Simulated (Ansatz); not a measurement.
# CH4BFO: the cost of one run

All numbers below are computed with Ansatz 0.2.0 (RKS r2SCANh/6-31G).

## Step 1: The system as given

Bond lengths: B1–O2 1.410 Å, O2–H3 1.010 Å, B1–F4 1.320 Å, B1–C5 1.600 Å, C5–H6 1.110 Å, C5–H7 1.110 Å, C5–H8 1.110 Å. Angles: B1–O2–H3 109.5°, O2–B1–F4 120.0°, O2–B1–C5 120.0°, F4–B1–C5 120.0°, B1–C5–H6 109.5°, B1–C5–H7 109.5°, B1–C5–H8 109.5°, H6–C5–H7 109.4°, H6–C5–H8 109.4°, H7–C5–H8 109.4°.

As a file:

```xyz
8

B     0.0000    0.0000    0.0000
O     0.0000    0.0000    1.4100
H    -0.9095   -0.2814    1.7471
F     1.1431    0.0000   -0.6600
C    -1.3856    0.0000   -0.8000
H    -1.9458   -0.9305   -0.5708
H    -1.9898    0.8797   -0.4946
H    -1.1839    0.0508   -1.8903
```

## Step 2: Preparing the start

File input.yaml:

```yaml
crystal:
  periodic: [false, false, false]
  atoms:
    - { symbol: B, position_ang: [0.0, 0.0, 0.0] }
    - { symbol: O, position_ang: [0.0, 0.0, 1.41] }
    - { symbol: H, position_ang: [-0.9095, -0.2814, 1.7471] }
    - { symbol: F, position_ang: [1.1431, 0.0, -0.66] }
    - { symbol: C, position_ang: [-1.3856, 0.0, -0.8] }
    - { symbol: H, position_ang: [-1.9458, -0.9305, -0.5708] }
    - { symbol: H, position_ang: [-1.9898, 0.8797, -0.4946] }
    - { symbol: H, position_ang: [-1.1839, 0.0508, -1.8903] }
basis:
  gaussian: { orbitals: "6-31G" }
hamiltonian:
  xc: r2scanh
relax:
  f_tol: 0.02
  max_steps: 40
```

On the command line:

```console
$ ansatz run input.yaml --threads 1 --pin off --max-ram 2048MiB --backend cpu --events-out ev --progress --plain --runs-dir out
```

What time and memory should one allow on 1 thread of Intel Xeon 6975P-C (Granite Rapids), shared host?

About 32 s, with a peak of 0.17 GiB.
